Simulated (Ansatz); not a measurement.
**C2H6AlClSi: a ladder of functionals and wavefunction methods**

An exercise on one series of results from a longer session: the logs are not shown, and one member is left open.

The runs use Ansatz 0.2.0, Gaussian basis; functionals in def2-TZVPP, the program's frozen cores in correlated methods.

The runs, in order: PBE-D4, r2SCAN-D4, PBE0-D4, B3LYP-D4, ωB97X-V, ωB97M-V, B2PLYP; CCSD(T)/def2-TZVPP; MP2/def2-QZVPP; extrapolation to the limit.

### Structure used throughout

An earlier PBE0-D4 in a triple-zeta def2 set relaxation fixed the geometry.

SMILES `[Cl][Al]1[CH2]C[SiH2]1`, 11 atoms, charge 0, spin multiplicity 1.

Atoms are counted from 1 here; the program's logs count them from 0.

Bond lengths: Cl1–Al2 2.101 Å, Al2–C3 1.967 Å, Al2–Si5 2.411 Å, C3–C4 1.555 Å, C3–H6 1.091 Å, C3–H7 1.097 Å, C4–Si5 1.925 Å, C4–H8 1.094 Å, C4–H9 1.095 Å, Si5–H10 1.492 Å, Si5–H11 1.490 Å. Angles: Cl1–Al2–C3 134.0°, Cl1–Al2–Si5 146.8°, C3–Al2–Si5 78.9°, Al2–C3–C4 95.3°, Al2–C3–H6 121.9°, Al2–C3–H7 108.1°, C4–C3–H6 114.0°, C4–C3–H7 110.3°, H6–C3–H7 106.7°, C3–C4–Si5 106.9°, C3–C4–H8 112.9°, C3–C4–H9 109.9°, Si5–C4–H8 113.2°, Si5–C4–H9 106.8°, H8–C4–H9 107.0°, Al2–Si5–C4 73.3°, Al2–Si5–H10 115.7°, Al2–Si5–H11 128.4° and more.

The first run:

File in.yaml:

```yaml
crystal:
  periodic: [false, false, false]
  atoms:
    - {symbol: Cl, position_ang: [-3.678748, 0.055847, -0.454386]}
    - {symbol: Al, position_ang: [-1.580562, 0.074873, -0.341307]}
    - {symbol: C, position_ang: [-0.288312, 0.762021, 0.972960]}
    - {symbol: C, position_ang: [0.880239, -0.158144, 0.519759]}
    - {symbol: Si, position_ang: [0.497780, -0.697375, -1.287708]}
    - {symbol: H, position_ang: [-0.484905, 0.732490, 2.045994]}
    - {symbol: H, position_ang: [-0.069136, 1.806971, 0.720685]}
    - {symbol: H, position_ang: [1.861110, 0.313122, 0.630127]}
    - {symbol: H, position_ang: [0.893323, -1.070548, 1.125341]}
    - {symbol: H, position_ang: [1.135529, 0.214635, -2.282008]}
    - {symbol: H, position_ang: [0.898882, -2.090891, -1.628658]}
basis:
  gaussian: {orbitals: def2-TZVPP}
hamiltonian: {xc: pbe, dispersion: d4}
output: {forces: true, orbitals: {seedname: orbitals}}
```

Run with:

```sh
> ansatz run in.yaml --threads 4 --pin off --events-out ev --progress --plain --max-ram 10444MiB
```

Among the steps run: PBE-D4 (GGA); r2SCAN-D4 (meta-GGA); PBE0-D4 (hybrid); B3LYP-D4 (hybrid); ωB97X-V (range-separated); ωB97M-V (range-separated); B2PLYP (double hybrid); CCSD(T) in def2-TZVPP; MP2 in def2-QZVPP.

One of the session's tables, all rows but one given; the rest of the session is left out.

```
            method  atomisation energy (eV)
            PBE-D4                   40.235
         r2SCAN-D4                   40.006
           PBE0-D4                   39.913
          B3LYP-D4                   39.541
           ωB97X-V                   39.981
           ωB97M-V                   39.883
            B2PLYP                   39.169
     HF/def2-TZVPP                   29.928
    MP2/def2-TZVPP                        ?
   CCSD/def2-TZVPP                   38.212
CCSD(T)/def2-TZVPP                   38.774
           MP2/CBS                   40.271
       CCSD(T)/CBS                   39.771
```

Estimate the missing values for MP2/def2-TZVPP.

As computed: atomisation energy (eV): 39.275. In the column «atomisation energy (eV)» it lies between B2PLYP (39.169) and B3LYP-D4 (39.541).
